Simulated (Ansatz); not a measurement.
**C3H8Sn: how energies converge with the basis set**

An exercise on one series of results from a longer session: the logs are not shown, and one member is left open.

The runs use Ansatz 0.2.0, Gaussian basis; one geometry, several basis sets.

Plan: PBE0-D4/def2-SVP; ωB97M-V/def2-SVP; PBE0-D4/def2-QZVPP; ωB97M-V/def2-QZVPP; the functionals' def2-TZVPP values are taken from earlier runs.

**The relaxed structure**

The geometry comes from an earlier relaxation with PBE0-D4 in a triple-zeta def2 set; it is a stationary point, not always the lowest conformer. Sn takes the def2 core potential; no spin-orbit term is included.

12 atoms, charge 0, spin multiplicity 1.

Atoms are counted from 1 here; the program's logs count them from 0.

Bond lengths: C1–C2 1.520 Å, C1–H5 1.093 Å, C1–H6 1.096 Å, C1–H7 1.094 Å, C2–Sn3 2.204 Å, C2–H8 1.095 Å, C2–H9 1.101 Å, Sn3–C4 2.189 Å, C4–H10 1.095 Å, C4–H11 1.095 Å, C4–H12 1.090 Å. Angles: C2–C1–H5 111.8°, C2–C1–H6 112.1°, C2–C1–H7 111.7°, H5–C1–H6 107.2°, H5–C1–H7 106.9°, H6–C1–H7 106.9°, C1–C2–Sn3 118.8°, C1–C2–H8 111.3°, C1–C2–H9 110.5°, Sn3–C2–H8 106.9°, Sn3–C2–H9 103.4°, H8–C2–H9 104.8°, C2–Sn3–C4 95.9°, Sn3–C4–H10 110.1°, Sn3–C4–H11 109.6°, Sn3–C4–H12 112.0°, H10–C4–H11 107.1°, H10–C4–H12 109.1° and more.

The first run:

Contents of in.yaml:

```yaml
crystal:
  periodic: [false, false, false]
  atoms:
    - {symbol: C, position_ang: [-0.766840, 1.169466, 0.270542]}
    - {symbol: C, position_ang: [-0.533574, 0.067604, 1.291094]}
    - {symbol: Sn, position_ang: [1.064830, -1.403375, 0.919432]}
    - {symbol: C, position_ang: [1.147537, -1.100523, -1.247262]}
    - {symbol: H, position_ang: [-0.987444, 0.764471, -0.719916]}
    - {symbol: H, position_ang: [-1.604588, 1.818204, 0.549382]}
    - {symbol: H, position_ang: [0.110758, 1.813476, 0.161562]}
    - {symbol: H, position_ang: [-0.359958, 0.480919, 2.290486]}
    - {symbol: H, position_ang: [-1.433780, -0.556724, 1.397600]}
    - {symbol: H, position_ang: [1.387813, -0.056580, -1.471957]}
    - {symbol: H, position_ang: [0.164993, -1.305931, -1.685424]}
    - {symbol: H, position_ang: [1.887155, -1.746007, -1.721540]}
basis:
  gaussian: {orbitals: def2-SVP}
hamiltonian: {xc: pbe0, dispersion: d4}
output: {orbitals: {seedname: orbitals}}
```

Started as:

```bash
> ansatz run in.yaml --threads 4 --pin off --events-out ev --progress --plain --max-ram 10444MiB
```

Among the steps run: PBE0-D4 in def2-SVP; ωB97M-V in def2-SVP; PBE0-D4 in def2-QZVPP; ωB97M-V in def2-QZVPP.

One of the session's tables, all rows but one given; the rest of the session is left out.

It belongs to the step «Functionals by basis». 

| functional | basis | HOMO (eV) | LUMO (eV) |
| --- | --- | --- | --- |
| PBE0-D4 | def2-SVP | ? | ? |
| PBE0-D4 | def2-TZVPP | -5.79 | -2.27 |
| PBE0-D4 | def2-QZVPP | -5.81 | -2.28 |
| ωB97M-V | def2-SVP | -7.76 | -0.43 |
| ωB97M-V | def2-TZVPP | -7.84 | -0.56 |
| ωB97M-V | def2-QZVPP | -7.86 | -0.60 |

Estimate the missing values for PBE0-D4, def2-SVP.

The run gave: HOMO (eV): -5.73; LUMO (eV): -2.22. In the column «HOMO (eV)» it is the highest.
